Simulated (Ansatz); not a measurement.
**N2H3 (hydrazinyl radical): U-wB97M-V/def2-TZVP**

What is the electronic atomisation energy of N2H3 (hydrazinyl radical) at U-wB97M-V/def2-TZVP? 

The calculation is run with Ansatz 0.2.0.

28 further runs of the same task are left out: 28 set aside as unsound or not needed.

## 1. The structure to begin with

The species is N2H3 (5 atoms), meant as a doublet with charge 0. As SMILES, `[NH]N`. Geometry: relaxed at PBE0-D4/def2-TZVP. This is one conformer, not always the lowest.

Bond lengths: N1–N2 1.338 Å, N1–H3 1.021 Å, N2–H4 1.008 Å, N2–H5 1.012 Å. Angles: N1–N2–H4 113.9°, N1–N2–H5 120.9°, N2–N1–H3 106.1°, H4–N2–H5 114.6°.

## 2. A single-point energy at U-wB97M-V/def2-TZVP

job.yaml

```yaml
crystal:
  periodic: [false, false, false]
  atoms:
    - {symbol: "N", position_ang: [-0.187600, -0.818050, 0.454040]}
    - {symbol: N, position_ang: [-0.128660, 0.235610, -0.368450]}
    - {symbol: H, position_ang: [0.759840, -0.951450, 0.811270]}
    - {symbol: H, position_ang: [-1.030950, 0.592300, -0.640030]}
    - {symbol: H, position_ang: [0.587360, 0.941580, -0.256830]}
basis:
  gaussian: {orbitals: def2-TZVP}
magnetization: {spin_polarized: true, initial_magnetization: 1}
hamiltonian: {xc: {name: wB97M-V}}
accuracy: high
output: {orbitals: {seedname: orbitals}}
```

Started as:

```bash
$ ansatz run job.yaml --threads 1 --pin off --max-ram 3480MiB --events-out events.jsonl --progress --plain --runs-dir runs
```

What it wrote:

```text
Warning: RAYON_NUM_THREADS=1 ignored (pool sized by the plan → 1); use --threads N
Functional definition: wB97M-V
  name "wB97M-V"
  parameter omega = 0.3/bohr
  parameter cx = 0.15
  parameter cx01 = 1.007
  parameter cx10 = 0.259
  parameter css00 = 0.443
  parameter css04 = -1.437
  parameter css10 = -4.535
  parameter css20 = -3.390
  parameter css43 = 4.278
  parameter cos00 = 1.000
  parameter cos10 = 1.358
  parameter cos20 = 2.924
  parameter cos21 = -8.812
  parameter cos60 = -1.390
  parameter cos61 = 9.142
  parameter b = 6.0
  parameter c = 0.01
  gx(w, u) = 1 - cx + cx01*u + cx10*w
  gss(w, u) = css00 + css04*u^4 + css10*w + css20*w^2 + css43*w^4*u^3
  gos(w, u) = cos00 + cos10*w + (cos20 + cos21*u)*w^2 + (cos60 + cos61*u)*w^6
  exchange = spin_sum(e_x_unif_sr(omega)*gx(b97_w, b97_u_x)) + cx*exact_x_sr(omega) + exact_x_lr(omega)
  correlation = spin_sum(e_c_pw_mod_same_spin*gss(b97_w, b97_u_same))
      + integral(e_c_pw_mod_opposite_spin*gos(b97_w_opposite, b97_u_opposite)) + vv10(b, c)
1425 factors; integrals over basis functions are off by at most 3.0e-9 eV
217 factors; integrals over basis functions are off by at most 2.7e-9 eV
mean field evaluation 1: about -3024.0654 eV, gradient 2.5e1 eV
mean field evaluation 2: about -3025.0945 eV, gradient 2.0e1 eV
mean field evaluation 4: about -3026.6202 eV, gradient 8.7e-1 eV
mean field evaluation 8: about -3026.6790 eV, gradient 4.4e-2 eV
mean field evaluation 16: about -3026.6791 eV, gradient 2.2e-4 eV
mean field -3026.67905910 eV, -111.2284038652 hartree, gradient 1.8e-8 eV, S^2 0.753440; 0 other end points of the search recorded, 0 dependent functions left out
reference -3026.67906246 eV, -111.2284039886 hartree; 9, 8 occupied and 71, 72 virtual orbitals, 1425 factors
Total energy: -3026.67906246 eV, -111.2284039886 hartree
```

It took 34 s on 1 thread of Arm Neoverse V1, shared host; peak memory 0.49 GiB.

## 3. The H atom at the same level

run.yaml

```yaml
crystal:
  periodic: [false, false, false]
  atoms:
    - {symbol: H, position_ang: [0.000000, 0.000000, 0.000000]}
basis:
  gaussian: {orbitals: def2-TZVP}
magnetization: {spin_polarized: true, initial_magnetization: 1}
hamiltonian: {xc: {name: wB97M-V}}
accuracy: high
```

Started as:

```bash
$ ansatz run run.yaml --threads 1 --pin off --max-ram 3480MiB --events-out events.jsonl --progress --plain --runs-dir runs
```

What it wrote:

```text
Warning: RAYON_NUM_THREADS=1 ignored (pool sized by the plan → 1); use --threads N
Functional definition: wB97M-V
  name "wB97M-V"
  parameter omega = 0.3/bohr
  parameter cx = 0.15
  parameter cx01 = 1.007
  parameter cx10 = 0.259
  parameter css00 = 0.443
  parameter css04 = -1.437
  parameter css10 = -4.535
  parameter css20 = -3.390
  parameter css43 = 4.278
  parameter cos00 = 1.000
  parameter cos10 = 1.358
  parameter cos20 = 2.924
  parameter cos21 = -8.812
  parameter cos60 = -1.390
  parameter cos61 = 9.142
  parameter b = 6.0
  parameter c = 0.01
  gx(w, u) = 1 - cx + cx01*u + cx10*w
  gss(w, u) = css00 + css04*u^4 + css10*w + css20*w^2 + css43*w^4*u^3
  gos(w, u) = cos00 + cos10*w + (cos20 + cos21*u)*w^2 + (cos60 + cos61*u)*w^6
  exchange = spin_sum(e_x_unif_sr(omega)*gx(b97_w, b97_u_x)) + cx*exact_x_sr(omega) + exact_x_lr(omega)
  correlation = spin_sum(e_c_pw_mod_same_spin*gss(b97_w, b97_u_same))
      + integral(e_c_pw_mod_opposite_spin*gos(b97_w_opposite, b97_u_opposite)) + vv10(b, c)
21 factors; integrals over basis functions are off by at most 4.9e-8 eV
19 factors; integrals over basis functions are off by at most 1.0e-9 eV
mean field evaluation 1: about -13.4368 eV, gradient 9.2e-1 eV
mean field evaluation 2: about -13.4429 eV, gradient 1.1e-1 eV
mean field evaluation 4: about -13.4454 eV, gradient 2.3e-2 eV
mean field evaluation 8: about -13.4454 eV, gradient 2.7e-6 eV
mean field -13.44544428 eV, -0.4941109636 hartree, gradient 1.9e-8 eV, S^2 0.750000; 0 other end points of the search recorded, 0 dependent functions left out
reference -13.44544672 eV, -0.4941110533 hartree; 1, 0 occupied and 5, 6 virtual orbitals, 21 factors
Total energy: -13.44544672 eV, -0.4941110533 hartree
```

Wall time 0.66 s (1 thread of Arm Neoverse V1, shared host); peak memory 0.1 GiB.

## 4. The N atom at the same level

run.yaml

```yaml
crystal:
  periodic: [false, false, false]
  atoms:
    - {symbol: N, position_ang: [0.000000, 0.000000, 0.000000]}
basis:
  gaussian:
    orbitals: def2-TZVP
magnetization:
  spin_polarized: true
  initial_magnetization: 3
hamiltonian:
  xc: {name: wB97M-V}
accuracy: high
```

Run the same way, it converges to -54.59261 Eh (log not shown).

## 5. Results

At U-wB97M-V/def2-TZVP:

| quantity | value |
| --- | --- |
| molecule: total energy | -111.22840 Eh |
| molecule: HOMO energy (highest over α and β) | -7.65 eV |
| molecule: LUMO energy (lowest over α and β) | 1.52 eV |
| molecule: ⟨S²⟩ | 0.753 |
| H atom: total energy | -0.49411 Eh |
| H atom: ⟨S²⟩ | 0.750 |
| N atom: total energy | -54.59261 Eh |
| N atom: ⟨S²⟩ | 3.753 |
| electronic atomisation energy | 15.262 eV |

What this shows: Taking the molecule apart into free atoms costs 15.26 eV (352 kcal/mol), before zero-point energy and without spin-orbit coupling.
